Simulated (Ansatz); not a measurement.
## BrCl (charge +1): a test of scalar relativity, step by step

With the Ansatz DFT code, driven from Python.

Notebook, run cell by cell (the value of a cell's last expression is shown):

In [1]:
```python
import ansatz
import numpy as np
```

In [2]:
```python
FUNCTIONAL = "PBE"
NET_CHARGE = 1

GEOMETRY = """
Br    0.00000    0.00000    0.00000
Cl    0.00000    0.00000    2.18500
"""
```

In [3]:
```python
mol = ansatz.Crystal.molecule()
for line in GEOMETRY.strip().splitlines():
    symbol, *xyz = line.split()
    mol = mol.atom(symbol, [float(v) for v in xyz])
```

In [4]:
```python
model = mol.calculation()
model = model.functional(FUNCTIONAL).charge(NET_CHARGE)
model = model.spin("collinear", total=1).forces()
# a set contracted for a scalar-relativistic Hamiltonian goes with the relativistic run
sets = {"none": "cc-pVTZ", "scalar": "cc-pVTZ-DK"}
found = {kind: model.basis(gaussian=basis).pseudopotentials(relativity=kind).run().report for kind, basis in sets.items()}
for kind, each in found.items():
    dipole = 4.803205 * np.linalg.norm(each["charge_distribution"]["dipole_moment_e_ang"])
    print(f"{kind:7s} E = {each['free_energy_ev']:.4f} eV  dipole {dipole:.3f} D  largest force component {np.abs(each['forces_ev_ang']).max():.4f} eV/A")
print(f"relativity lowers the total energy by {found['none']['free_energy_ev'] - found['scalar']['free_energy_ev']:.3f} eV")
```
```text
none    E = -82543.9372 eV  dipole 0.490 D  largest force component 1.7817 eV/A
scalar  E = -83456.6643 eV  dipole 0.459 D  largest force component 1.7834 eV/A
relativity lowers the total energy by 912.727 eV
```

What to keep in mind:
- Total energies depend on the basis set; only differences at equal settings carry meaning.
- The geometry is a force-field or estimated start, not a minimum of this method. The basis set changes with the Hamiltonian (a set recontracted for scalar relativity), and most of the change in the total lies in the cores.
- The run takes the species as open-shell (spin multiplicity 2), which needn't be its ground state.
- An ion's dipole depends on the origin; the program takes it about the centre of nuclear charge.
- The spin state was assumed, and another may lie lower.
- It ran for 6 s on 1 thread of AMD EPYC 7B13 (Zen 3), on a shared host, peak memory 0.21 GiB.
